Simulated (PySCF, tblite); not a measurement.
# CH5F2NSi: dynamics, then NMR shifts on frames

Aim: move CH5F2NSi (`N[SiH2]C(F)F`) away from its starting geometry and see how NMR shifts follow the geometry.

Computed with tblite 0.8.0 and PySCF 2.14.0, with density-fitted response routines of our own, on a single molecule in the gas phase. Atoms are numbered from 0 throughout.

**1. The starting structure**

10 atoms, charge 0, multiplicity 1; geometry from: GFN2-xTB.

Bonds of the start (Å): N0–Si1 1.71, Si1–C2 1.93, C2–F3 1.37, C2–F4 1.36, N0–H5 1.01, N0–H6 1.01, Si1–H7 1.47, Si1–H8 1.46, C2–H9 1.10.

**2. A short Langevin run with GFN2-xTB**

Job settings and geometry (Å):

```
{"job": {"kind": "md", "xc": "GFN2-xTB", "basis": "xTB", "temperature": 300, "steps": 2000, "every": 50, "frames": 5}, "charge": 0, "multiplicity": 1}
N     -1.477877    -0.534305     0.362782
Si    -0.381534     0.723305    -0.033581
C      1.311297    -0.208874    -0.042359
F      1.306899    -1.213521    -0.970003
F      2.327162     0.624536    -0.403547
H     -2.456688    -0.328754     0.478383
H     -1.361387    -1.446902    -0.051478
H     -0.499728     1.375688    -1.340156
H     -0.362404     1.681962     1.066005
H      1.603142    -0.668480     0.911427
```

Level: GFN2-xTB Langevin dynamics, gas phase.

On the command line:

```
> OMP_NUM_THREADS=1 python probes_run.py task.json out
```

This one command runs all jobs of the session in turn.

The program printed:

```text
t/fs     T/K      E/eV
    0.0   254.2   -512.06590
   25.0   114.7   -511.81864
   50.0   124.0   -511.80353
   75.0   237.6   -511.87322
  100.0   218.8   -511.86606
  125.0   161.2   -511.80176
  150.0   218.1   -511.78188
  175.0   152.0   -511.80084
  200.0   273.6   -511.85004
  225.0   311.5   -511.83844
  250.0   262.7   -511.84435
  275.0   362.5   -511.73133
  300.0   333.5   -511.75914
  325.0   214.5   -511.72992
  350.0   272.9   -511.72408
  375.0   291.2   -511.83987
  400.0   212.3   -511.92221
  425.0   178.0   -511.79754
  450.0   240.9   -511.77816
  475.0   212.0   -511.84503
  500.0   315.0   -511.79263
  525.0   245.8   -511.71568
  550.0   296.5   -511.83292
  575.0   351.6   -511.89389
  600.0   339.5   -511.69204
  625.0   427.7   -511.72031
  650.0   235.6   -511.59719
  675.0   327.7   -511.73199
  700.0   273.9   -511.71054
  725.0   276.9   -511.69069
  750.0   282.6   -511.70424
  775.0   292.1   -511.72397
  800.0   333.7   -511.81810
  825.0   303.5   -511.65436
  850.0   423.2   -511.79908
  875.0   268.4   -511.64458
  900.0   314.8   -511.76497
  925.0   261.6   -511.78523
  950.0   313.4   -511.72657
  975.0   341.2   -511.51026
 1000.0   446.3   -511.73347
```

It took 8.1 s on 1 thread of Intel Xeon Platinum 8488C, shared host; peak memory 0.19 GiB.

Distance from the start (root mean square after alignment): 0 fs 0.00 Å, 200 fs 0.19 Å, 400 fs 0.14 Å, 600 fs 0.14 Å, 800 fs 0.48 Å, 1000 fs 0.71 Å.

Positions (Å) and forces (eV/Å) at 1000 fs:

```xyz
10

N    -2.622   -0.240    0.445    1.135    0.216    1.120
Si   -1.293    0.138   -0.573    0.164    1.264    0.732
C     0.299    0.193    0.657   -1.056   -0.323   -0.142
F     1.221   -0.639    0.134    0.652   -0.509   -0.144
F     0.874    1.405    0.703    0.288    0.966   -0.491
H    -3.439   -0.623    0.073   -1.212   -0.476   -0.622
H    -2.664   -0.271    1.468    0.307    0.141   -0.778
H    -1.295   -0.703   -1.768    0.232   -0.133    0.268
H    -1.296    1.588   -0.995   -0.057   -0.566    0.078
H     0.214   -0.038    1.728   -0.454   -0.579   -0.020
```

**3. Shielding tensors: 250 fs, PBE0/pcSseg-1**

Job settings and geometry (Å):

```
{"job": {"kind": "nmr", "xc": "PBE0", "basis": "pcSseg-1", "pop": false}, "charge": 0, "multiplicity": 1}
N     -1.599000    -0.471800     0.188600
Si    -0.379800     0.754200    -0.070900
C      1.307700    -0.127600    -0.014100
F      1.294600    -1.344300    -0.641900
F      2.230900     0.676400    -0.549100
H     -2.482000    -0.277100     0.560300
H     -1.518300    -1.448200     0.021900
H     -0.406900     1.500300    -1.330300
H     -0.436800     1.859000     0.910600
H      1.617500    -0.319000     1.029500
```

Level: GIAO PBE0/pcSseg-1 NMR shielding, non-relativistic, gas phase.

The program printed:

```text
coarse grid: 9048 points
cycle   1  E = -584.4656058057  dE =  4.626e-01  |g| = 7.039e-01  |ddm| = 2.704e+00
cycle   2  E = -584.3797802721  dE =  8.583e-02  |g| = 1.009e+00  |ddm| = 9.583e-01
cycle   3  E = -584.5499644466  dE = -1.702e-01  |g| = 3.990e-02  |ddm| = 6.063e-01
cycle   4  E = -584.5502361414  dE = -2.717e-04  |g| = 1.964e-02  |ddm| = 4.219e-02
cycle   5  E = -584.5502883091  dE = -5.217e-05  |g| = 7.547e-03  |ddm| = 1.335e-02
cycle   6  E = -584.5502963837  dE = -8.075e-06  |g| = 8.658e-04  |ddm| = 4.234e-03
final grid: 84200 points
cycle   7  E = -584.5890018685  dE = -2.438e-05  |g| = 6.987e-03  |ddm| = 1.315e-02
cycle   8  E = -584.5889935108  dE =  8.358e-06  |g| = 9.839e-03  |ddm| = 1.061e-02
cycle   9  E = -584.5890111618  dE = -1.765e-05  |g| = 3.540e-04  |ddm| = 6.099e-03
cycle  10  E = -584.5890111808  dE = -1.904e-08  |g| = 1.605e-04  |ddm| = 3.961e-04
cycle  11  E = -584.5890111857  dE = -4.901e-09  |g| = 2.504e-05  |ddm| = 1.372e-04
cycle  12  E = -584.5890111858  dE = -1.137e-10  |g| = 5.432e-06  |ddm| = 2.271e-05
converged SCF energy = -584.5890111858

GIAO shielding tensors (ppm)
atom      isotropic    diamagn.    paramagn.     s11        s22        s33       span
  0 N      278.518     317.106     -38.588    237.040    274.286    324.227     87.187
  1 Si     393.028     878.188    -485.160    333.093    388.598    457.393    124.300
  2 C       66.159     246.277    -180.118     46.128     69.082     83.265     37.136
  3 F      338.269     473.832    -135.563    206.855    335.753    472.198    265.343
  4 F      333.797     471.357    -137.560    218.131    308.953    474.308    256.176
  5 H       32.780      31.008       1.772     24.296     27.493     46.551     22.255
  6 H       31.638      31.930      -0.291     23.271     28.285     43.358     20.087
  7 H       26.915      28.614      -1.699     23.779     25.258     31.707      7.929
  8 H       26.642      28.452      -1.811     23.543     25.219     31.162      7.618
  9 H       25.201      28.772      -3.571     22.713     24.939     27.951      5.238
```

Run time: 9.4 s. Hardware: 1 thread of Intel Xeon Platinum 8488C, shared host; peak memory 0.52 GiB.

Shifts follow as δ = σ(reference) − σ, with reference shieldings (ppm) from runs at the same level and on the same kind of geometry: 1H TMS 31.72, 13C TMS 186.9, 29Si TMS 349.2, 19F CFCl3 170.9, 15N NH3 267.7. The references are single molecules in the gas phase, so shifts against H2O, NH3, PH3, H3PO4 or CFCl3 are not on the usual liquid scales and can be off by tens of ppm. Each atom is listed at this fixed geometry, with no averaging over motion; a spectrum would average atoms that exchange fast.

| atoms | environment | σ (ppm) | δ (ppm) |
| --- | --- | --- | --- |
| C2 | sp3 CH bonded to 2 F and Si | 66.2 | 120.8 |
| H9 | hydrogen on an sp3 CH bonded to 2 F and Si | 25.20 | 6.52 |
| H8 | hydrogen on a silicon bonded to C, N | 26.64 | 5.08 |
| H7 | hydrogen on a silicon bonded to C, N | 26.91 | 4.80 |
| H6 | hydrogen on a nitrogen bonded to Si | 31.64 | 0.08 |
| H5 | hydrogen on a nitrogen bonded to Si | 32.78 | -1.06 |
| N0 | nitrogen bonded to Si, 2 H | 278.5 | -10.8 |
| Si1 | silicon bonded to C, N, 2 H | 393.0 | -43.9 |
| F4 | fluorine of a CF2 group | 333.8 | -162.9 |
| F3 | fluorine of a CF2 group | 338.3 | -167.3 |

Orbitals, density, ELF and potential are computed afterwards from the orbital file.

Frontier orbitals at PBE0/pcSseg-1, with the share of their density that lies nearest to each atom:

| orbital | energy (eV) | lies on |
| --- | --- | --- |
| HOMO | -7.47 | N0 56 %; H7 13 %; H5, H6 about 8 % each |
| LUMO | 0.44 | Si1 17 %; H5, H7, H8 about 15 % each; H6 11 % |

ELF in a plane through or near 6 of the atoms.

Ten even steps from ' ' (0.00) to '@' (0.98):
```
                                                        
                                                        
                                                        
                                                        
                          ..::::::..                    
                        ..--==++==::                    
            ::----..    ..--======::                    
          ::**####==  ......==..  ..                    
        ..++%%%%%%**::**====++%%..==--::==++--          
        ::##%%**####++@@@@..==::--%%**##@@@@%%::        
        ..++******--%%++@@##--**%%====**@@@@@@--        
          ......::--::====....--****==******++..        
                ::==##++--    ..++@@@@%%::..            
              ..==##%%##**..    **@@@@@@--              
              ..++##%%##**::    ==@@@@%%--              
                ::==++==--        ==++--                
                                                        
                                                        
                                                        
                                                        
```
The map spans 10.2 Å across and 8.7 Å up, centred on the molecule. Atoms in the plane (x, y in Å): N0 (1.6, -0.4), Si1 (0.3, 0.7), C2 (-1.3, -0.3), F4 (-2.4, 0.4), H5 (2.5, -0.1), H6 (1.6, -1.4).

On the surface of density 0.002 e/bohr³ the electrostatic potential runs, from the 1st to the 99th percentile, from -0.88 V near F3 to 1.67 V near H5.

**4. Shielding tensors: 425 fs, PBE0/pcSseg-1**

Job settings and geometry (Å):

```
{"job": {"kind": "nmr", "xc": "PBE0", "basis": "pcSseg-1", "pop": false}, "charge": 0, "multiplicity": 1}
N     -1.522600    -0.739200     0.270100
Si    -0.474600     0.550000    -0.151700
C      1.258300    -0.228500     0.250600
F      1.354800    -1.371900    -0.523200
F      2.305700     0.529300    -0.207900
H     -2.491400    -0.459400     0.485600
H     -1.542900    -1.589700    -0.232900
H     -0.589300     1.236500    -1.478200
H     -0.538700     1.717900     0.883400
H      1.449600    -0.494200     1.246300
```

Level: GIAO PBE0/pcSseg-1 NMR shielding, non-relativistic, gas phase.

The program printed:

```text
coarse grid: 9048 points
cycle   1  E = -584.4575308453  dE =  3.817e-01  |g| = 7.201e-01  |ddm| = 2.680e+00
cycle   2  E = -584.3650137298  dE =  9.252e-02  |g| = 1.048e+00  |ddm| = 9.668e-01
cycle   3  E = -584.5460281531  dE = -1.810e-01  |g| = 4.359e-02  |ddm| = 6.028e-01
cycle   4  E = -584.5463590548  dE = -3.309e-04  |g| = 1.885e-02  |ddm| = 4.145e-02
cycle   5  E = -584.5464136379  dE = -5.458e-05  |g| = 8.167e-03  |ddm| = 1.581e-02
cycle   6  E = -584.5464247437  dE = -1.111e-05  |g| = 1.209e-03  |ddm| = 5.386e-03
cycle   7  E = -584.5464250144  dE = -2.708e-07  |g| = 2.880e-04  |ddm| = 1.109e-03
final grid: 84200 points
cycle   8  E = -584.5861517985  dE = -2.880e-05  |g| = 7.870e-03  |ddm| = 1.430e-02
cycle   9  E = -584.5861403412  dE =  1.146e-05  |g| = 1.131e-02  |ddm| = 1.193e-02
cycle  10  E = -584.5861639369  dE = -2.360e-05  |g| = 5.680e-04  |ddm| = 6.886e-03
cycle  11  E = -584.5861639884  dE = -5.153e-08  |g| = 2.032e-04  |ddm| = 5.525e-04
cycle  12  E = -584.5861639953  dE = -6.881e-09  |g| = 4.269e-05  |ddm| = 1.588e-04
cycle  13  E = -584.5861639956  dE = -2.360e-10  |g| = 2.223e-05  |ddm| = 3.497e-05
converged SCF energy = -584.5861639956

GIAO shielding tensors (ppm)
atom      isotropic    diamagn.    paramagn.     s11        s22        s33       span
  0 N      265.522     315.916     -50.395    238.554    254.416    303.595     65.040
  1 Si     391.409     878.194    -486.784    343.257    372.166    458.805    115.548
  2 C       56.935     245.879    -188.944     36.010     61.726     73.069     37.059
  3 F      324.318     474.499    -150.181    185.461    335.769    451.724    266.263
  4 F      323.904     472.323    -148.419    189.200    327.276    455.236    266.036
  5 H       30.872      28.304       2.568     22.921     26.684     43.010     20.088
  6 H       31.557      31.358       0.199     23.865     28.124     42.681     18.816
  7 H       26.164      27.885      -1.721     23.007     24.331     31.153      8.146
  8 H       25.933      27.400      -1.466     23.420     24.441     29.938      6.517
  9 H       25.994      30.052      -4.059     24.026     26.015     27.939      3.912
```

It took 6.4 s on 1 thread of Intel Xeon Platinum 8488C, shared host; peak memory 0.54 GiB.

This run: δ C2 130.0, N0 2.2, Si1 -42.3, F4 -153.0, H8 5.78, H9 5.72 ppm.

**5. NMR shieldings: 625 fs, PBE0/pcSseg-1**

Job settings and geometry (Å):

```
{"job": {"kind": "nmr", "xc": "PBE0", "basis": "pcSseg-1", "pop": false}, "charge": 0, "multiplicity": 1}
N     -1.656000    -0.816900     0.658900
Si    -0.551500     0.194800    -0.149300
C      1.223800    -0.303300     0.253000
F      1.504100    -1.595500    -0.005900
F      2.106500     0.427400    -0.386800
H     -2.500100    -0.605300     1.179800
H     -1.506700    -1.794600     0.428400
H     -0.838000     0.348400    -1.547800
H     -0.541300     1.410300     0.640900
H      1.478600    -0.149800     1.312000
```

With the program's defaults for keys left out, this is: GIAO PBE0/pcSseg-1 NMR shielding, non-relativistic, gas phase.

The program printed:

```text
coarse grid: 9048 points
cycle   1  E = -584.4620916584  dE =  5.784e-01  |g| = 6.986e-01  |ddm| = 2.729e+00
cycle   2  E = -584.3888475255  dE =  7.324e-02  |g| = 9.680e-01  |ddm| = 9.924e-01
cycle   3  E = -584.5437600226  dE = -1.549e-01  |g| = 4.304e-02  |ddm| = 6.330e-01
cycle   4  E = -584.5441147428  dE = -3.547e-04  |g| = 1.859e-02  |ddm| = 5.268e-02
cycle   5  E = -584.5441669191  dE = -5.218e-05  |g| = 7.342e-03  |ddm| = 1.452e-02
cycle   6  E = -584.5441742799  dE = -7.361e-06  |g| = 1.232e-03  |ddm| = 4.223e-03
final grid: 84200 points
cycle   7  E = -584.5819948943  dE = -2.663e-05  |g| = 6.769e-03  |ddm| = 1.422e-02
cycle   8  E = -584.5819873862  dE =  7.508e-06  |g| = 9.423e-03  |ddm| = 1.142e-02
cycle   9  E = -584.5820036433  dE = -1.626e-05  |g| = 3.622e-04  |ddm| = 6.506e-03
cycle  10  E = -584.5820036658  dE = -2.246e-08  |g| = 1.567e-04  |ddm| = 4.191e-04
cycle  11  E = -584.5820036707  dE = -4.918e-09  |g| = 2.708e-05  |ddm| = 1.341e-04
cycle  12  E = -584.5820036708  dE = -1.148e-10  |g| = 1.411e-05  |ddm| = 2.687e-05
converged SCF energy = -584.5820036708

GIAO shielding tensors (ppm)
atom      isotropic    diamagn.    paramagn.     s11        s22        s33       span
  0 N      269.177     318.717     -49.541    235.198    266.487    305.845     70.648
  1 Si     400.370     879.445    -479.075    361.458    395.948    443.704     82.246
  2 C       66.782     245.227    -178.446     52.108     71.496     76.741     24.633
  3 F      336.041     473.409    -137.368    223.799    331.124    453.199    229.400
  4 F      341.540     472.371    -130.831    236.390    309.878    478.353    241.963
  5 H       30.226      29.305       0.921     23.096     25.342     42.240     19.144
  6 H       31.454      30.293       1.161     22.814     28.866     42.680     19.866
  7 H       27.072      29.045      -1.973     22.819     25.774     32.623      9.804
  8 H       27.266      29.859      -2.593     24.225     26.120     31.452      7.227
  9 H       25.443      29.155      -3.712     22.706     25.293     28.330      5.625
```

Run time: 6.6 s. Hardware: 1 thread of Intel Xeon Platinum 8488C, shared host; peak memory 0.54 GiB.

In short: δ C2 120.1, N0 -1.4, Si1 -51.2, F3 -165.1, H9 6.27, H7 4.64 ppm.

**6. Shielding tensors: 800 fs, PBE0/pcSseg-1**

Job settings and geometry (Å):

```
{"job": {"kind": "nmr", "xc": "PBE0", "basis": "pcSseg-1", "pop": false}, "charge": 0, "multiplicity": 1}
N     -1.984400    -0.524900     0.796500
Si    -0.840300     0.102400    -0.346000
C      0.899900     0.019100     0.504500
F      1.504000    -1.182300     0.248500
F      1.797900     1.010900     0.090200
H     -2.641200     0.005800     1.367800
H     -1.884100    -1.487400     1.133300
H     -0.891000    -0.930400    -1.391100
H     -1.252600     1.467400    -0.550000
H      0.804100     0.056400     1.614300
```

With the program's defaults for keys left out, this is: GIAO PBE0/pcSseg-1 NMR shielding, non-relativistic, gas phase.

The program printed:

```text
coarse grid: 9048 points
cycle   1  E = -584.4523525848  dE =  3.385e-01  |g| = 7.390e-01  |ddm| = 2.674e+00
cycle   2  E = -584.3375400220  dE =  1.148e-01  |g| = 1.113e+00  |ddm| = 1.025e+00
cycle   3  E = -584.5474604076  dE = -2.099e-01  |g| = 3.964e-02  |ddm| = 6.479e-01
cycle   4  E = -584.5477496849  dE = -2.893e-04  |g| = 1.618e-02  |ddm| = 4.110e-02
cycle   5  E = -584.5477998319  dE = -5.015e-05  |g| = 6.729e-03  |ddm| = 1.626e-02
cycle   6  E = -584.5478084490  dE = -8.617e-06  |g| = 1.676e-03  |ddm| = 5.272e-03
final grid: 84200 points
cycle   7  E = -584.5864526502  dE = -2.271e-05  |g| = 8.926e-03  |ddm| = 1.445e-02
cycle   8  E = -584.5864368387  dE =  1.581e-05  |g| = 1.311e-02  |ddm| = 1.349e-02
cycle   9  E = -584.5864677512  dE = -3.091e-05  |g| = 4.331e-04  |ddm| = 7.742e-03
cycle  10  E = -584.5864677766  dE = -2.539e-08  |g| = 2.412e-04  |ddm| = 4.403e-04
cycle  11  E = -584.5864677854  dE = -8.745e-09  |g| = 6.322e-05  |ddm| = 1.613e-04
cycle  12  E = -584.5864677859  dE = -5.455e-10  |g| = 2.146e-05  |ddm| = 4.801e-05
converged SCF energy = -584.5864677859

GIAO shielding tensors (ppm)
atom      isotropic    diamagn.    paramagn.     s11        s22        s33       span
  0 N      256.840     317.525     -60.684    225.508    258.150    286.862     61.354
  1 Si     384.392     878.267    -493.875    357.308    384.701    411.168     53.860
  2 C       50.367     246.241    -195.875     35.137     51.924     64.039     28.902
  3 F      322.213     473.468    -151.255    194.664    319.157    452.819    258.154
  4 F      313.155     473.112    -159.957    177.373    330.572    431.520    254.147
  5 H       30.492      29.376       1.116     23.659     25.917     41.899     18.240
  6 H       31.068      30.062       1.005     23.204     27.957     42.041     18.837
  7 H       26.434      28.636      -2.202     22.266     25.741     31.293      9.027
  8 H       27.032      28.898      -1.866     23.645     25.957     31.495      7.850
  9 H       25.089      28.989      -3.900     23.463     25.189     26.616      3.153
```

Wall time 6.4 s (1 thread of Intel Xeon Platinum 8488C, shared host); peak memory 0.54 GiB.

Key values: δ C2 136.6, N0 10.9, Si1 -35.2, F4 -142.2, H9 6.63, H7 5.28 ppm.

**7. Shielding tensors: 1000 fs, PBE0/pcSseg-1**

Job settings and geometry (Å):

```
{"job": {"kind": "nmr", "xc": "PBE0", "basis": "pcSseg-1", "pop": false}, "charge": 0, "multiplicity": 1}
N     -2.622200    -0.240500     0.445100
Si    -1.292800     0.138400    -0.573200
C      0.299500     0.192900     0.657000
F      1.221300    -0.639300     0.134000
F      0.874300     1.405000     0.702500
H     -3.438800    -0.622500     0.073100
H     -2.664400    -0.271200     1.468400
H     -1.295000    -0.703400    -1.768500
H     -1.296300     1.587800    -0.995200
H      0.213600    -0.037700     1.728300
```

Level: GIAO PBE0/pcSseg-1 NMR shielding, non-relativistic, gas phase.

The program printed:

```text
coarse grid: 9048 points
cycle   1  E = -584.4487936790  dE =  4.424e-01  |g| = 7.325e-01  |ddm| = 2.693e+00
cycle   2  E = -584.3574738934  dE =  9.132e-02  |g| = 1.048e+00  |ddm| = 9.854e-01
cycle   3  E = -584.5402960735  dE = -1.828e-01  |g| = 3.842e-02  |ddm| = 6.154e-01
cycle   4  E = -584.5406007297  dE = -3.047e-04  |g| = 1.297e-02  |ddm| = 4.730e-02
cycle   5  E = -584.5406364394  dE = -3.571e-05  |g| = 4.372e-03  |ddm| = 1.368e-02
cycle   6  E = -584.5406403169  dE = -3.878e-06  |g| = 4.852e-04  |ddm| = 3.896e-03
final grid: 84200 points
cycle   7  E = -584.5792265980  dE = -2.417e-05  |g| = 7.159e-03  |ddm| = 1.340e-02
cycle   8  E = -584.5792179896  dE =  8.608e-06  |g| = 9.965e-03  |ddm| = 1.125e-02
cycle   9  E = -584.5792367363  dE = -1.875e-05  |g| = 4.792e-04  |ddm| = 6.392e-03
cycle  10  E = -584.5792367738  dE = -3.750e-08  |g| = 1.708e-04  |ddm| = 4.968e-04
cycle  11  E = -584.5792367792  dE = -5.415e-09  |g| = 2.932e-05  |ddm| = 1.497e-04
cycle  12  E = -584.5792367793  dE = -1.510e-10  |g| = 9.044e-06  |ddm| = 3.031e-05
converged SCF energy = -584.5792367793

GIAO shielding tensors (ppm)
atom      isotropic    diamagn.    paramagn.     s11        s22        s33       span
  0 N      269.882     314.780     -44.898    226.529    267.741    315.376     88.848
  1 Si     376.695     876.975    -500.280    325.858    371.047    433.180    107.322
  2 C       58.603     242.540    -183.936     43.429     60.568     71.812     28.383
  3 F      321.063     474.857    -153.795    200.865    317.337    444.986    244.121
  4 F      303.566     473.617    -170.051    185.733    294.972    429.993    244.260
  5 H       32.775      29.378       3.398     24.570     28.015     45.741     21.171
  6 H       30.755      29.450       1.305     23.242     27.343     41.680     18.438
  7 H       26.361      28.383      -2.022     23.497     24.836     30.749      7.251
  8 H       26.222      27.763      -1.541     23.062     25.051     30.552      7.491
  9 H       25.260      29.629      -4.369     22.930     25.341     27.508      4.578
```

Run time: 6.8 s. Hardware: 1 thread of Intel Xeon Platinum 8488C, shared host; peak memory 0.54 GiB.

This run: δ C2 128.3, N0 -2.2, Si1 -27.5, F4 -132.6, H9 6.46, H8 5.50 ppm.

**8. Side by side: NMR shifts**

Shifts (ppm) of some atoms, chosen among heavy atoms and hydrogens apart, with basis size and wall time:

| frame | C2 | H8 | H5 | N0 | Si1 | F4 | F3 | functions | time |
| --- | --- | --- | --- | --- | --- | --- | --- | --- | --- |
| 250 fs | 120.8 | 5.08 | -1.06 | -10.8 | -43.9 | -162.9 | -167.3 | 117 | 9.4 s |
| 425 fs | 130.0 | 5.78 | 0.85 | 2.2 | -42.3 | -153.0 | -153.4 | 117 | 6.4 s |
| 625 fs | 120.1 | 4.45 | 1.49 | -1.4 | -51.2 | -170.6 | -165.1 | 117 | 6.6 s |
| 800 fs | 136.6 | 4.68 | 1.23 | 10.9 | -35.2 | -142.2 | -151.3 | 117 | 6.4 s |
| 1000 fs | 128.3 | 5.50 | -1.06 | -2.2 | -27.5 | -132.6 | -150.1 | 117 | 6.8 s |

**9. Outcome**

| quantity | value |
| --- | --- |
| thermostat | 300 K |
| mean temperature, second half | 318 K |
| mean potential energy above the minimum | 0.34 eV |
| 13C shifts against TMS (PBE0/pcSseg-1, 250 fs) | 120.8 ppm |
| 1H shifts against TMS (PBE0/pcSseg-1, 250 fs) | 6.52, 5.08, 4.80, 0.08, -1.06 ppm |
| 15N shifts against NH3 (PBE0/pcSseg-1, 250 fs) | -10.8 ppm |
| 29Si shifts against TMS (PBE0/pcSseg-1, 250 fs) | -43.9 ppm |
| 19F shifts against CFCl3 (PBE0/pcSseg-1, 250 fs) | -162.9, -167.3 ppm |
| surface potential, 1st and 99th percentile | -0.88 V and 1.67 V |
| range of the shift of F4 | -170.6 to -132.6 ppm |

In words: In the second half the potential energy averages 0.34 eV above the minimum; equipartition over 24 harmonic modes at 300 K would give 0.31 eV. With 10 atoms the temperature swings widely (115 to 446 K). Shifts at one fixed geometry are not the observed spectrum, which averages over the motion. Across the 5 runs the shift of F4 moves most, between -170.6 (625 fs) and -132.6 ppm (1000 fs).
